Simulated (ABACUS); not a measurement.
The system is BiTe.

```xyz
2
Lattice="0.0000 3.2350 3.2350 3.2350 0.0000 3.2350 3.2350 3.2350 0.0000" Properties=species:S:1:pos:R:3 pbc="T T T"
Bi    0.0486    0.0219   -0.0837
Te    3.2170    3.2295    3.1974
```

The cell isn't the ideal one: atoms moved at random, drawn with an rms of 0.05 Å.

Below is the output of ABACUS 3.10.1 for this cell. Logs are shortened: lines on timing, memory, paths and dates and some standing lists are left out, and cuts for length are marked.

```text
ABACUS v3.10.1

               Atomic-orbital Based Ab-initio Computation at UStc

 ------------------------------------------------------------------------------------

 READING GENERAL INFORMATION
                           global_out_dir = OUT.BiTe/
                           global_in_card = INPUT
                               pseudo_dir = ./
                              orbital_dir =
                                    DSIZE = 4
                                    GSIZE = 1

 READING UNITCELL INFORMATION
                                    ntype = 2
                  lattice constant (Bohr) = 1.88973
              lattice constant (Angstrom) = 1

 READING ATOM TYPE 1
                               atom label = Bi
                      L=0, number of zeta = 1
                      L=1, number of zeta = 1
                      L=2, number of zeta = 1
             number of atom for this type = 1

 READING ATOM TYPE 2
                               atom label = Te
                      L=0, number of zeta = 1
                      L=1, number of zeta = 1
                      L=2, number of zeta = 1
             number of atom for this type = 1

                        TOTAL ATOM NUMBER = 2
DIRECT COORDINATES
    atom                   x                   y                   z     mag                  vx                  vy                  vz
taud_Bi1            0.9829440000        0.9911960000        0.0238150000  0.0000        0.0000000000        0.0000000000        0.0000000000
taud_Te1            0.4961140000        0.4922550000        0.5021870000  0.0000        0.0000000000        0.0000000000        0.0000000000

                          Volume (Bohr^3) = 456.93
                             Volume (A^3) = 67.7099

 Lattice vectors: (Cartesian coordinate: in unit of a_0)
                   +0              +3.235              +3.235
[... 240 lines left out ...]
 Density error is 0.0114644087259
                          Error Threshold = 3.88054708211e-05
----------------------------------------------------------
     Energy           Rydberg                 eV
----------------------------------------------------------
 E_KohnSham     -373.8256974592      -5086.1595442691
 E_Harris       -373.8645461317      -5086.6881075751
 E_Fermi        0.7438136130         10.1201033865
----------------------------------------------------------
[... 63 lines left out ...]
 Density error is 2.33198711162e-09
                          Error Threshold = 7.6040882561e-11
----------------------------------------------------------
     Energy           Rydberg                 eV
----------------------------------------------------------
 E_KohnSham     -373.8286159138      -5086.1992518818
 E_KS(sigma->0) -373.8278480589      -5086.1888046795
 E_Harris       -373.8285328041      -5086.1981211161
 E_band         -26.2587518946       -357.2686481346
 E_one_elec     -145.1985167935      -1975.5271695401
 E_Hartree      87.0278715006        1184.0749372205
 E_xc           -92.5603783355       -1259.3485543983
 E_Ewald        -223.0960565757      -3035.3775707592
 E_entropy(-TS) -0.0015357099        -0.0208944047
 E_descf        0.0000000000         0.0000000000
 E_exx          0.0000000000         0.0000000000
 E_Fermi        0.7412580098         10.0853326213
----------------------------------------------------------

 charge density convergence is achieved
 final etot is -5086.1992519 eV
 EFERMI = 10.085332621 eV
The vacuum level is 8.6485453812 eV

 STATE ENERGY(eV) AND OCCUPATIONS    NSPIN == 1
 1/172 kpoint (Cartesian) = 0.0000 0.0000 0.0000 (1458 pws)
       1       -27.2446     0.00583090
       2       -27.2444     0.00583090
       3       -27.2438     0.00583090
       4       -27.2427     0.00583090
       5       -27.2424     0.00583090
       6       -13.1088     0.00583090
[... 122 lines left out ...]
      19        13.8785    1.31826e-35
      20        15.6748    3.28931e-51

[... levels at 166 further k points ...]

------------------------------------------------------------------------------------------
 TOTAL-FORCE (eV/Angstrom)
------------------------------------------------------------------------------------------
                       Bi1        -0.1950903643        -0.0788832486         0.1335132966
                       Te1         0.1950903643         0.0788832486        -0.1335132966
------------------------------------------------------------------------------------------

----------------------------------------------------------------
 TOTAL-STRESS (KBAR)
----------------------------------------------------------------
        11.2367152139        -0.5697358707         0.9618792080
        -0.5697358707        10.4778744795         0.3923734932
         0.9618792080         0.3923734931        10.7496993072
----------------------------------------------------------------
 TOTAL-PRESSURE: 10.821430 KBAR

 --------------------------------------------
 !FINAL_ETOT_IS -5086.1992518818206008 eV
 --------------------------------------------
```

Problem. What input gives this log?

Solution. Single point with PBE, no spin polarisation. The files as run (others can give the same):

INPUT
```
INPUT_PARAMETERS
suffix              BiTe
calculation         scf
basis_type          pw
pseudo_dir          ./
symmetry            1
dft_functional      pbe
ecutwfc             83
pseudo_rcut         10
nspin               1
nbands              20
ks_solver           dav
smearing_method     fd
smearing_sigma      0.00367493
scf_thr             1e-08
scf_nmax            100
mixing_type         broyden
mixing_beta         0.7
cal_force           1
cal_stress          1
out_chg             1
out_pot             2
out_elf             1
```

STRU
```
ATOMIC_SPECIES
Bi 208.9804 Bi.upf
Te 127.6000 Te.upf

LATTICE_CONSTANT
1.8897261246

LATTICE_VECTORS
0.0000000000 3.2350000000 3.2350000000
3.2350000000 0.0000000000 3.2350000000
3.2350000000 3.2350000000 0.0000000000

ATOMIC_POSITIONS
Direct

Bi
0.0
1
-0.0170560000 -0.0088040000 0.0238150000 1 1 1

Te
0.0
1
0.4961140000 0.4922550000 0.5021870000 1 1 1
```

KPT
```
K_POINTS
0
Gamma
7 7 7 0 0 0
```

Potentials or basis: PseudoDojo NC SR 0.4.1 PBE standard, plane waves.
Launch:
```sh
$ OMP_NUM_THREADS=1 mpirun -np 4 abacus > log
```

Caveat: spin-orbit coupling is left out, which moves the levels of the heavy elements.
